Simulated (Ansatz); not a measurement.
# Relaxation of TiClO

Wanted: the geometry at rest of TiClO (a database entry, slightly rescaled), relaxing the atoms in a fixed cell, and its electronic structure there.

Method: DFT, r2SCAN, with U_eff = 1.12 eV on Ti d, collinear spin, plane waves, PAW, in Ansatz 0.2.0.

**1. The system as given**

It takes space group Pmmn (No. 59, orthorhombic). The conventional cell has a = 3.414 Å, b = 3.845 Å, c = 8.171 Å, α = 90.00°, β = 90.00°, γ = 90.00°. O (site symmetry mm2) is surrounded by 4 Ti at 1.99 to 2.23 Å. Cl (site symmetry mm2) has 2 Ti at 2.44 Å as nearest neighbours. Ti (site symmetry mm2) has 4 O at 1.99 to 2.23 Å and 2 Cl at 2.44 Å as nearest neighbours.

As a file:

```xyz
6
Lattice="3.8455 0.0000 0.0000 0.0000 3.4138 0.0000 0.0000 0.0000 8.1714" Properties=species:S:1:pos:R:3 pbc="T T T"
O     2.8841    2.5604    7.7187
O     0.9614    0.8535    0.4527
Cl    0.9614    0.8535    5.4588
Cl    2.8841    2.5604    2.7126
Ti    0.9614    2.5604    7.1964
Ti    2.8841    0.8535    0.9750
```

The first density is read from a saved solution for the starting cell.

**2. Relaxing**

input.yaml

```yaml
crystal:
  lattice:
    - [3.84549482, 0.0, 0.0]
    - [0.0, 3.41381619, 0.0]
    - [0.0, 0.0, 8.17142257]
  atoms:
    - { symbol: O, position: [0.75, 0.75, 0.9446] }
    - { symbol: O, position: [0.25, 0.25, 0.0554] }
    - { symbol: Cl, position: [0.25, 0.25, 0.66804] }
    - { symbol: Cl, position: [0.75, 0.75, 0.33196] }
    - { symbol: Ti, position: [0.25, 0.75, 0.88068] }
    - { symbol: Ti, position: [0.75, 0.25, 0.11932] }
kpoints:
  mp_grid: { grid: [6, 6, 3], shift: [0, 0, 0] }
magnetization:
  spin_polarized: true
scf:
  occupations: { method: cold, width: 0.0809 }
  lower_state_search: "off"
hamiltonian:
  pseudopotentials: { kind: paw }
  xc: r2scan
  hubbard:
    projectors: all-electron-ortho-atomic
    sites: [{ species: Ti, l: d, u_eff: 1.12 }]
basis:
  ecutwfc: 500
  fft_grid_basis: typed
relax:
  max_steps: 80
  f_tol: 0.03
output:
  forces: true
  stress: true
  eigenvalues: true
  bader: true
  populations: true
  elf: true
  write_potential: true
  volumetric_format: npy
  dos:
    e_range: [-12, 8]
    de: 0.05
    projected: { site_lists: { Cl: [Cl], O: [O], Ti: [Ti] } }
  write_density: true
checkpoint:
  read: saved_state
```

Started as:

```bash
$ ansatz run input.yaml --threads 2 --pin off --max-ram 4096MiB --backend cpu --events-out ev --progress --plain --runs-dir out
```

What it wrote, shortened:

```text
Warning: output.stress: scf.convergence.dr2_threshold = 1e-7 eV (the SCF's general default) is looser than the 6e-10 eV advised for a printed stress (1e-10 eV for each atom of the cell: 6). What an SCF threshold leaves in a stress goes as its square root, and in the free energy as the [...]
Warning: RAYON_NUM_THREADS=2 ignored (pool sized by the plan → 2); use --threads N
O: projections on atomic orbitals take those of the free atom [He] 2s2 2p4, of charge +0.00 (hamiltonian.pseudopotentials.projection_atoms); the dataset's partial waves leave at most 1.9e-8 of an orbital's norm unspanned inside its sphere
Cl: projections on atomic orbitals take those of the free atom [Ne] 3s2 3p5, of charge +0.00 (hamiltonian.pseudopotentials.projection_atoms); the dataset's partial waves leave at most 2.1e-7 of an orbital's norm unspanned inside its sphere
Ti: projections on atomic orbitals take those of the free atom [Ne] 3s2 3p6 3d2 4s2, of charge +0.00 (hamiltonian.pseudopotentials.projection_atoms); the dataset's partial waves leave at most 4.1e-7 of an orbital's norm unspanned inside its sphere
band count auto-derived: 33 (N_el = 50.0; filled up to band 25; 31 by the electrons, moments and atoms)
[...]
Pseudopotentials: kind: paw
Pseudopotential: O, paw, valence charge 6, recommended cutoff 500 eV (meta_gga), O.paw.azcp
Pseudopotential: Cl, paw, valence charge 7, recommended cutoff 500 eV (meta_gga), Cl.paw.azcp
Pseudopotential: Ti, paw, valence charge 12, recommended cutoff 500 eV (meta_gga), Ti.paw.azcp
Functional definition: r2SCAN
[...]
Crystal: 6 atoms, lattice volume = 107.273 Å³
Basis set: ecut = 500 eV, 2723 PW (Γ), exchange–correlation on 120×100×240 points (64 copies of the dense FFT grid, shifted against one another)
Bands: 33, of which v1, the nominal top of the filled ones, is band 25 counted from 1 (24 counted from 0)
Symmetry: 8 space group operations
Space group: Pmmn (ITA 59), of the structure as read, at distance tolerance 4.8e-5 Å
k-points: 32 of 108
[...]
SCF iter   1: F=—  HF=-8321.919928 eV  |F-HF|=—  |Δ(HF+E_count)|=         —  Δρ=4.72e-3 (↑4.72e-3 ↓1.54e-3)  dr2=2.88e-3  dr2_τ=4.82e-3  dr2_m=6.69e-3  M=2.000 μB ∫|m|=2.143 μB  β_m=0.30  ethr=6.29e-6  ⟨swp⟩=2.1  Hψ=12314  notcnv=0
[...]
spin=Collinear: Resta preconditioning applied to the charge; magnetization (m = ρ↑ − ρ↓) channel mixes plain (no charge-response kernel on spin).
[...]
relax step   1: F+E_penalty+E_count = -8322.10863287 eV  Δ(F+E_penalty+E_count) = +0.000e0 eV  max|allowed force component| = 3.263e-1 eV/Å  Δτ_max = 0.0000 Å  (7 SCF iters, accepted)
[...]
relax step   2: F+E_penalty+E_count = -8322.14765667 eV  Δ(F+E_penalty+E_count) = -3.902e-2 eV  max|allowed force component| = 9.825e-2 eV/Å  Δτ_max = 0.0779 Å  (7 SCF iters, dr2 threshold 6.66e-6 eV, accepted)
SCF iter   1: F=—  HF=-8322.149077 eV  |F-HF|=—  |Δ(HF+E_count)|=         —  Δρ=3.41e-4 (↑3.41e-4 ↓2.41e-4)  dr2=2.59e-4  dr2_τ=1.06e-3  dr2_m=1.87e-5  M=2.000 μB ∫|m|=2.133 μB  β_m=0.30  ethr=4.32e-6  ⟨swp⟩=2.0  Hψ=4306  notcnv=0  defer=140
[...]
spin=Collinear: Resta preconditioning applied to the charge; magnetization (m = ρ↑ − ρ↓) channel mixes plain (no charge-response kernel on spin).
```

**3. The log goes on**

Output, continued:

```text
SCF iter   2: F=—  HF=-8322.149334 eV  |F-HF|=—  |Δ(HF+E_count)|=   2.57e-4  S|Δr|=    0.00e0  Δρ=2.37e-4 (↑2.37e-4 ↓1.65e-4)  dr2=1.25e-4  dr2_τ=1.76e-6  dr2_m=1.04e-5  M=2.000 μB ∫|m|=2.133 μB  β_m=0.58  ethr=5.18e-7  ⟨swp⟩=2.0  Hψ=3712  notcnv=0  defer=134
SCF iter   3: F=—  HF=-8322.149337 eV  |F-HF|=—  |Δ(HF+E_count)|=   2.89e-6  S|Δr|=    0.00e0  Δρ=8.35e-5 (↑8.35e-5 ↓5.93e-5)  dr2=1.27e-5  dr2_τ=7.14e-7  dr2_m=9.70e-7  M=2.000 μB ∫|m|=2.133 μB  β_m=0.61  ethr=2.51e-7  ⟨swp⟩=2.3  Hψ=3035  notcnv=0  defer=134
SCF iter   4: F=—  HF=-8322.149347 eV  |F-HF|=—  |Δ(HF+E_count)|=   1.01e-5  S|Δr|=    0.00e0  Δρ=3.28e-5 (↑3.28e-5 ↓2.80e-5)  dr2=1.84e-6  dr2_τ=5.32e-8  dr2_m=1.08e-7  M=2.000 μB ∫|m|=2.133 μB  β_m=0.80  ethr=2.53e-8  ⟨swp⟩=2.1  Hψ=3230  notcnv=0  defer=134
SCF iter   5: F=—  HF=-8322.149349 eV  |F-HF|=—  |Δ(HF+E_count)|=   1.80e-6  S|Δr|=    0.00e0  Δρ=1.66e-5 (↑1.66e-5 ↓1.57e-5)  dr2=8.63e-7  dr2_τ=3.39e-8  dr2_m=9.34e-9  M=2.000 μB ∫|m|=2.133 μB  β_m=0.70  ethr=3.69e-9  ⟨swp⟩=2.0  Hψ=3114  notcnv=0  defer=134
SCF iter   6: F=-8322.149349 eV  HF=-8322.149349 eV  |F-HF|=2.09e-8  |Δ(HF+E_count)|=   9.67e-8  S|Δr|=    0.00e0  Δρ=3.59e-6 (↑3.59e-6 ↓2.84e-6)  dr2=1.67e-8  dr2_τ=6.11e-10  dr2_m=2.26e-9  M=2.000 μB ∫|m|=2.133 μB  ethr=2.00e-10  ⟨swp⟩=11.2  Hψ=14430  notcnv=0
SCF 3 converged in 6 iterations: F = -8322.149349 eV  dr2 = 1.67e-8
relax step   3: F+E_penalty+E_count = -8322.14934873 eV  Δ(F+E_penalty+E_count) = -1.692e-3 eV  max|allowed force component| = 5.268e-2 eV/Å  Δτ_max = 0.0062 Å  (6 SCF iters, accepted)
SCF iter   1: F=—  HF=-8322.149571 eV  |F-HF|=—  |Δ(HF+E_count)|=         —  Δρ=3.16e-4 (↑3.16e-4 ↓2.24e-4)  dr2=2.01e-4  dr2_τ=1.14e-3  dr2_m=1.61e-5  M=2.000 μB ∫|m|=2.132 μB  β_m=0.30  ethr=4.12e-6  ⟨swp⟩=2.0  Hψ=4301  notcnv=0  defer=110
preconditioner: auto → Resta (q_TF=auto, 2.402 Å⁻¹)  ε∞=5.0  [insulator: Δε(μ)=0.895 eV  Ē_g=10.458 eV  σ=0.081 eV  W_gap=1.00  n_scr=26 (ndim 8)  ℏωp=20.9 eV  f_vac=0.139  D(μ)=0.00/eV (n_scr^D=0)  ε∞_Penn≈5.0]
spin=Collinear: Resta preconditioning applied to the charge; magnetization (m = ρ↑ − ρ↓) channel mixes plain (no charge-response kernel on spin).
SCF iter   2: F=—  HF=-8322.149815 eV  |F-HF|=—  |Δ(HF+E_count)|=   2.44e-4  S|Δr|=    0.00e0  Δρ=2.20e-4 (↑2.20e-4 ↓1.58e-4)  dr2=1.08e-4  dr2_τ=1.62e-6  dr2_m=9.12e-6  M=2.000 μB ∫|m|=2.132 μB  β_m=0.62  ethr=4.02e-7  ⟨swp⟩=2.0  Hψ=3710  notcnv=0  defer=100
SCF iter   3: F=—  HF=-8322.149818 eV  |F-HF|=—  |Δ(HF+E_count)|=   2.74e-6  S|Δr|=    0.00e0  Δρ=8.72e-5 (↑8.72e-5 ↓6.44e-5)  dr2=1.32e-5  dr2_τ=8.99e-7  dr2_m=8.57e-7  M=2.000 μB ∫|m|=2.131 μB  β_m=0.61  ethr=2.16e-7  ⟨swp⟩=2.1  Hψ=3012  notcnv=0  defer=100
SCF iter   4: F=—  HF=-8322.149824 eV  |F-HF|=—  |Δ(HF+E_count)|=   6.65e-6  S|Δr|=    0.00e0  Δρ=3.91e-5 (↑3.91e-5 ↓3.41e-5)  dr2=2.54e-6  dr2_τ=7.58e-8  dr2_m=1.45e-7  M=2.000 μB ∫|m|=2.131 μB  β_m=0.81  ethr=2.65e-8  ⟨swp⟩=2.0  Hψ=3166  notcnv=0  defer=100
SCF iter   5: F=—  HF=-8322.149826 eV  |F-HF|=—  |Δ(HF+E_count)|=   2.05e-6  S|Δr|=    0.00e0  Δρ=1.94e-5 (↑1.94e-5 ↓1.69e-5)  dr2=1.08e-6  dr2_τ=3.97e-8  dr2_m=2.26e-8  M=2.000 μB ∫|m|=2.131 μB  β_m=0.75  ethr=5.09e-9  ⟨swp⟩=2.0  Hψ=2981  notcnv=0  defer=100
SCF iter   6: F=-8322.149826 eV  HF=-8322.149826 eV  |F-HF|=1.10e-8  |Δ(HF+E_count)|=   3.29e-8  S|Δr|=    0.00e0  Δρ=3.65e-6 (↑3.65e-6 ↓3.18e-6)  dr2=1.92e-8  dr2_τ=5.68e-10  dr2_m=1.20e-9  M=2.000 μB ∫|m|=2.131 μB  ethr=2.00e-10  ⟨swp⟩=11.2  Hψ=14603  notcnv=0
SCF 4 converged in 6 iterations: F = -8322.149826 eV  dr2 = 1.92e-8
relax step   4: F+E_penalty+E_count = -8322.14982640 eV  Δ(F+E_penalty+E_count) = -4.777e-4 eV  max|allowed force component| = 1.607e-3 eV/Å  Δτ_max = 0.0070 Å  (6 SCF iters, accepted)
iter 1 solved again at ethr=3.83e-11 eV; its pass at ethr=3.10e-3 eV (dr2=1.92e-8 eV) is discarded
SCF iter   1: F=—  HF=-8322.149826 eV  |F-HF|=—  |Δ(HF+E_count)|=         —  Δρ=3.65e-6 (↑3.65e-6 ↓3.18e-6)  dr2=1.92e-8  dr2_τ=5.68e-10  dr2_m=1.20e-9  M=2.000 μB ∫|m|=2.131 μB  β_m=0.30  ethr=3.83e-11  ⟨swp⟩=1.0  Hψ=7354  notcnv=0
preconditioner: auto → Resta (q_TF=auto, 2.402 Å⁻¹)  ε∞=5.0  [insulator: Δε(μ)=0.890 eV  Ē_g=10.454 eV  σ=0.081 eV  W_gap=1.00  n_scr=26 (ndim 8)  ℏωp=20.9 eV  f_vac=0.139  D(μ)=0.00/eV (n_scr^D=0)  ε∞_Penn≈5.0]
spin=Collinear: Resta preconditioning applied to the charge; magnetization (m = ρ↑ − ρ↓) channel mixes plain (no charge-response kernel on spin).
SCF iter   2: F=-8322.149826 eV  HF=-8322.149826 eV  |F-HF|=5.46e-9  |Δ(HF+E_count)|=   7.68e-9  S|Δr|=    0.00e0  Δρ=2.73e-6 (↑2.73e-6 ↓2.36e-6)  dr2=1.10e-8  dr2_τ=3.01e-10  dr2_m=7.58e-10  M=2.000 μB ∫|m|=2.131 μB  ethr=3.83e-11  ⟨swp⟩=6.9  Hψ=9741  notcnv=0
SCF 5 converged in 2 iterations: F = -8322.149826 eV  dr2 = 1.10e-8
SCF converged after 2 iterations
Stability not checked: this state was not tested for a lower state beside it, because cold or Methfessel-Paxton smearing, or corrected tetrahedra, fill the levels in a way that the test cannot read (fill_not_monotonic; see scf.lower_state_search)
Magnetization: 2.0000 μB (26.0000 up, 24.0000 down)
Absolute magnetization: 2.1139 μB (∫|ρ↑−ρ↓|, with the PAW one-centre terms)
Spin contamination: 0.0075 ħ² per cell (⟨S²⟩ above its minimum at these occupations)
Per-site moments (μB) at R_I (Å): [(-0.011770606895100736, 0.819456481028716), (-0.01177060689510069, 0.8194564810287162), (0.00539853241594934, 0.9974710301310502), (0.005398532415949331, 0.9974710301310499), (0.7083770883902283, 0.819456481028716), (0.7083770883902278, 0.8194564810287162)]
Free energy (F): -8322.149826 eV
Harris-Foulkes:  -8322.149826 eV  (|F-HF|=5.46e-9)
Internal energy: -8322.149826 eV  (E = F + TS)
E sigma→0 (E₀):  -8322.149826 eV
Fermi energy:    6.840298 eV
Step filling:    the computed levels leave a gap of 0.8903 eV = 11.0 smearing widths at the electron count; against every level under it full and every level over it empty, smearing changes F+E_penalty+E_count by -1.06e-16 meV and its σ→0 estimate by -3.76e-14 meV
--- Per-component energies (eV) ---
  E_band       = -595.512182
  E_kinetic    = 1218.553615
  E_local      = -5679.256589  (includes V_loc(G=0)·N_el)
  E_nonlocal   = 166.182848
  E_hartree    = 2411.956493
  E_xc         = -542.447424
  E_vxc        = -747.908467  (∫ρ·V_xc dr)
  E_hubbard    = 1.276538  (on-site DFT+U / exact-exchange correction)
  E_vhub       = -0.077547  (the Hubbard potential's part of the band-sum identity)
  E_paw        = -3766.173205  (= ΣΔE_a)
  E_vpaw       = -422.790756  (= ΣTr[D̂ρ^β])
  E_aug_tail   = 0.002400  (compensation charges beyond the density's cutoff)
  E_vtau       = 45.869964  (kinetic-family band-sum trace: ∫τ·v_τ [+ j·A + Jᵃ·Aᵃ] dr)
  E_ewald      = -2131.400892
  E_core_change = -0.843610  (= ΣΔE_core)
  E_smearing   = 0.000000  (= −TS)
  E_closure    = -0.000000  (closes the sum)
  Σ components = -8322.149826   (vs F -8322.149826, Δ=0.00e0)
--- Forces (eV/Å), atoms counted from 1 ---
  atom   1  O     -0.00000000     0.00000000     0.00156315
  atom   2  O      0.00000000     0.00000000    -0.00156315
  atom   3  Cl     0.00000000     0.00000000     0.00143961
  atom   4  Cl    -0.00000000     0.00000000    -0.00143961
  atom   5  Ti    -0.00000000     0.00000000    -0.00146441
  atom   6  Ti     0.00000000     0.00000000     0.00146441
  max |Σ_I F_I| component: 2.17e-19 eV/Å
--- Stress (GPa, compression-positive) ---
       -2.915056       0.000000       0.000000
        0.000000       1.536453      -0.000000
        0.000000      -0.000000       0.080474
  P = ⅓ Tr σ = -0.4327 GPa (-4.327 kbar)
--- Band table (eV; the first three rows and the last of 64) ---
  k-point 0 ↑: bands = ["-53.9263", "-53.8933", "-29.3205", "-29.2129", "-29.1558", "-29.1088", "-29.0333", "-29.0256", "-14.3895", "-13.5645", "-9.9693", "-9.8568", "0.0512", "0.1056", "0.5472", "0.8388", "2.1059", "2.3122", "2.8047", "2.9655", "3.1164", "3.2683", "3.3230", "3.5635", "5.7297", "5.7937", "7.2275", "8.2017", "8.8528", "9.1028", "9.2724", "9.6744", "10.2174"]
  k-point 1 ↑: bands = ["-53.9263", "-53.8933", "-29.3204", "-29.2130", "-29.1558", "-29.1088", "-29.0333", "-29.0256", "-14.3892", "-13.5645", "-10.0061", "-9.8186", "-0.0752", "0.1057", "0.6819", "0.8397", "2.2822", "2.3555", "2.8015", "2.9401", "3.0495", "3.1089", "3.3358", "3.5056", "5.7373", "5.8077", "7.2276", "8.2016", "8.8203", "9.1326", "9.2260", "9.8235", "10.2009"]
  k-point 2 ↑: bands = ["-53.9222", "-53.8936", "-29.3116", "-29.2186", "-29.1573", "-29.1396", "-29.0493", "-29.0194", "-14.3033", "-13.5932", "-9.8962", "-9.7856", "0.0631", "0.2342", "0.5757", "1.0680", "1.8801", "2.2720", "2.5377", "2.5417", "2.8078", "3.2033", "3.2067", "3.3854", "6.0250", "6.1005", "7.3293", "8.1217", "8.7655", "9.0139", "9.2670", "9.7871", "10.0149"]
  k-point 31 ↓: bands = ["-52.8751", "-52.8751", "-28.9699", "-28.9699", "-27.8335", "-27.8335", "-27.5647", "-27.5647", "-13.4103", "-13.4103", "-9.4892", "-9.4892", "-0.6187", "-0.6187", "1.2636", "1.2636", "1.5905", "1.5905", "1.6528", "1.6528", "2.4807", "2.4807", "2.9686", "2.9686", "8.5865", "8.5865", "9.2101", "9.2101", "10.3690", "10.3690", "10.4440", "10.4440", "11.0734"]
Occupation matrices written to <dir>
--- Relaxed structure (4 steps of the walk, 4 accepted, 0 SCFs on fresh bases) ---
  F+E_penalty+E_count = -8322.14982640 eV   max|allowed force component| = 1.607e-3 eV/Å
  atoms:
    - { symbol: O, position: [0.75, 0.7499999999999999, 0.947290633406347] }
    - { symbol: O, position: [0.24999999999999997, 0.24999999999999997, 0.052709366593653065] }
    - { symbol: Cl, position: [0.24999999999999997, 0.24999999999999997, 0.6765568203202338] }
    - { symbol: Cl, position: [0.75, 0.7499999999999999, 0.3234431796797662] }
    - { symbol: Ti, position: [0.24999999999999997, 0.7499999999999999, 0.8861669580422725] }
    - { symbol: Ti, position: [0.75, 0.24999999999999997, 0.11383304195772764] }
--- Löwdin populations: 6 sites ---
  site symbol       q [e]    m [muB]
     0      O      6.8080    -0.0175
     1      O      6.8080    -0.0175
     2     Cl      7.3508     0.0034
     3     Cl      7.3508     0.0034
     4     Ti     10.7441     1.0048
     5     Ti     10.7441     1.0048
  spilling = 0.003884 (of n_electrons = 50.000000)
--- Bader charges: 6 sites ---
  site symbol  charge [e]  shift [e]    m [muB]
     0      O     -1.3376     0.0006     0.0328
     1      O     -1.3376     0.0006     0.0328
     2     Cl     -0.6646     0.0003     0.0453
     3     Cl     -0.6646     0.0003     0.0453
     4     Ti      2.0022     0.0003     0.9219
     5     Ti      2.0022     0.0003     0.9219
  estimated error of the sums over rays = 3.2e-4 e
```

It took 2 min on 2 threads of an Arm CPU, shared host; peak memory 0.91 GiB.

Relaxation path:

| step | energy from step 1 (eV/cell) | largest force component (eV/Å) |
| --- | --- | --- |
| 1 | 0.0000 | 0.3263 |
| 2 | -0.0390 | 0.0982 |
| 3 | -0.0407 | 0.0527 |
| 4 | -0.0412 | 0.0016 |

Step 1 is the start.

The largest move, 0.07 Å, is shared by several atoms, Cl3 among them.

**4. States by energy**

States per cell by energy window, from dos.tsv and pdos.tsv (tetrahedra; eV from the Fermi level):

| from | to | total | up | down | Cl p | O p | Ti d |
| --- | --- | --- | --- | --- | --- | --- | --- |
| -8.0 | -7.0 | 1.31 | 0.75 | 0.56 | 0.04 | 0.94 | 0.20 |
| -7.0 | -6.0 | 4.23 | 2.35 | 1.88 | 0.41 | 2.86 | 0.73 |
| -6.0 | -5.0 | 5.83 | 2.67 | 3.17 | 2.00 | 2.73 | 0.88 |
| -5.0 | -4.0 | 6.86 | 3.50 | 3.36 | 3.92 | 2.17 | 0.57 |
| -4.0 | -3.0 | 5.77 | 2.73 | 3.04 | 4.35 | 1.10 | 0.25 |
| -3.0 | -2.0 | 0.00 | 0.00 | 0.00 | 0.00 | 0.00 | 0.00 |
| -2.0 | -1.0 | 0.20 | 0.20 | 0.00 | 0.01 | 0.01 | 0.18 |
| -1.0 | 0.0 | 1.80 | 1.80 | 0.00 | 0.12 | 0.12 | 1.53 |
| 0.0 | 1.0 | 0.45 | 0.45 | 0.00 | 0.02 | 0.02 | 0.41 |
| 1.0 | 2.0 | 5.08 | 3.47 | 1.61 | 0.15 | 0.27 | 4.52 |

On the mesh the valence top lies at -0.50 eV and the conduction bottom at 0.39 eV on this scale. The bands computed are complete only to about 3.1 eV above the Fermi level.

**5. Populations, charges, moments**

By element, from the tables in the log (a charge is positive for electrons lost): Löwdin charges also hold the electrons that the projection spills.

| element | atoms | Bader charge (e) | Bader volume (Å³) | Löwdin charge (e) | Bader moment, size (μB) |
| --- | --- | --- | --- | --- | --- |
| O | 2 | -1.34 | 13.3 | -0.81 | 0.03 |
| Cl | 2 | -0.66 | 31.4 | -0.35 | 0.05 |
| Ti | 2 | +2.00 | 8.8 | +1.26 | 0.92 |

Löwdin charges rest on a small set of atomic orbitals that misses 0.4 % of the electrons, so they need not add up to the cell's charge and can differ from Bader's even in sign.

Eigenvalues of the corrected shells' occupation matrices:

| atom | shell | spin | eigenvalues |
| --- | --- | --- | --- |
| Ti5 | d | up | 0.11 0.13 0.20 0.25 0.98 |
| Ti5 | d | down | 0.06 0.10 0.11 0.19 0.21 |
| Ti6 | d | up | 0.11 0.13 0.20 0.25 0.98 |
| Ti6 | d | down | 0.06 0.10 0.11 0.19 0.21 |

The main site moments: Ti5 up, Ti6 up.

**6. Fields in real space**

Maps in the plane spanned by b and c at height 0.750 along a (axes of the input's cell), one cell: b runs left to right (10 points from zero), c bottom to top (25 points), 90° apart. Inside the augmentation spheres the fields are the smooth ones.

Valence density. Ten steps from '0' (0.01 e/Å³) to '9' (9.77 e/Å³), finer at the low end (step k begins (100^(k/10) - 1)/99 of the way up):
```
4211247997
3111136886
2100125665
1000012332
0000001111
0000000000
0000000000
0000000000
0000000000
0000000000
0000000000
0000000000
0000001221
2000023443
3100135665
4211246556
5211256226
4322346666
4333345555
3466433443
3799732222
5899852112
4899842222
3577534444
3333335775
```

Spin density. Values in e/Å³, 25 rows by 10 columns:
```
 0.00  0.03  0.06  0.06  0.03  0.00 -0.01 -0.01 -0.01 -0.01
 0.00  0.01  0.02  0.02  0.01  0.00 -0.01  0.00  0.00 -0.01
 0.00  0.00  0.00  0.00  0.00  0.00  0.00  0.01  0.01  0.00
 0.00  0.00  0.00  0.00  0.00  0.00  0.00  0.01  0.01  0.00
 0.00  0.00  0.00  0.00  0.00  0.00  0.00  0.00  0.00  0.00
 0.00  0.00  0.00  0.00  0.00  0.00  0.00  0.00  0.00  0.00
 0.00  0.00  0.00  0.00  0.00  0.00  0.00  0.00  0.00  0.00
 0.00  0.00  0.00  0.00  0.00  0.00  0.00  0.00  0.00  0.00
 0.00  0.00  0.00  0.00  0.00  0.00  0.00  0.00  0.00  0.00
 0.00  0.00  0.00  0.00  0.00  0.00  0.00  0.00  0.00  0.00
 0.00  0.00  0.00  0.00  0.00  0.00  0.00  0.00  0.00  0.00
 0.00  0.00  0.00  0.00  0.00  0.00  0.00  0.00  0.00  0.00
 0.00  0.00  0.00  0.00  0.00  0.00  0.00  0.00  0.00  0.00
 0.00  0.00  0.00  0.00  0.00  0.00  0.00  0.01  0.01  0.00
 0.00  0.00  0.00  0.00  0.00  0.00  0.00  0.02  0.02  0.00
 0.00  0.00  0.00  0.00  0.00  0.00  0.00  0.01  0.01  0.00
 0.00  0.01  0.01  0.01  0.01  0.00  0.01  0.00  0.00  0.01
 0.01  0.02  0.04  0.04  0.02  0.01  0.01  0.00  0.00  0.01
 0.01  0.04  0.15  0.15  0.04  0.01  0.00 -0.01 -0.01  0.00
 0.01  0.03  0.58  0.58  0.03  0.01  0.01  0.00  0.00  0.01
 0.10  0.11  0.70  0.70  0.11  0.10  0.04  0.01  0.01  0.04
 0.33  0.85  0.84  0.84  0.85  0.33  0.07  0.01  0.01  0.07
 0.17  0.33  0.69  0.69  0.33  0.17  0.04  0.01  0.01  0.04
 0.01  0.00  0.69  0.69  0.00  0.01  0.01  0.00  0.00  0.01
 0.01  0.05  0.23  0.23  0.05  0.01  0.01  0.01  0.01  0.01
```

Atoms within 0.2 Å of the plane, in fractions of b and c: O at (0.75, 0.95), Cl at (0.75, 0.32), Ti at (0.25, 0.11).

Along short contacts, where the density is least:

| contact | length (Å) | minimum at (fraction) | density (e/Å³) | ELF |
| --- | --- | --- | --- | --- |
| O1–Ti5 | 1.987 | deep in a PAW sphere | – | – |
| Cl3–Ti5 | 2.418 | 0.55 | 0.382 | 0.15 |

**7. What came out**

| quantity | value |
| --- | --- |
| moves | 3 |
| energy gained | 6.9 meV/atom |
| largest move | 0.07 Å (Cl) |
| space group (0.01 Å), before / after | Pmmn / Pmmn |
| pressure left in the fixed cell | -0.4 GPa |
| gap (mesh) | 0.89 eV, indirect |
| least direct gap | 1.23 eV |
| gap on the mesh, spin up / down | 0.89 / 4.34 eV |
| Bader charges | O -1.34, Cl -0.66, Ti +2.00 e |
| net moment | 2.00 μB per cell |
| largest moment | 0.92 μB on Ti (Bader basin) |

In words: In the fixed cell the largest move of an atom is 0.07 Å; the energy fell by 6.9 meV per atom. The run held to 8 symmetry operations, so a lower structure without them is not ruled out. There is a gap of 0.89 eV, with the least direct gap at 1.23 eV; within 0.7 eV of the edges the states project mainly on Ti d (85 %) below and Ti d (90 %) above. Ti loses most charge (+2.00 e on average) and O gains most (-1.34 e). Spin sits mostly on Ti (0.92 μB); the arrangement is parallel, with 2.00 μB net per cell.

Caveats: one start, so the state may not be the lowest; the SCF threshold is loose for a stress.
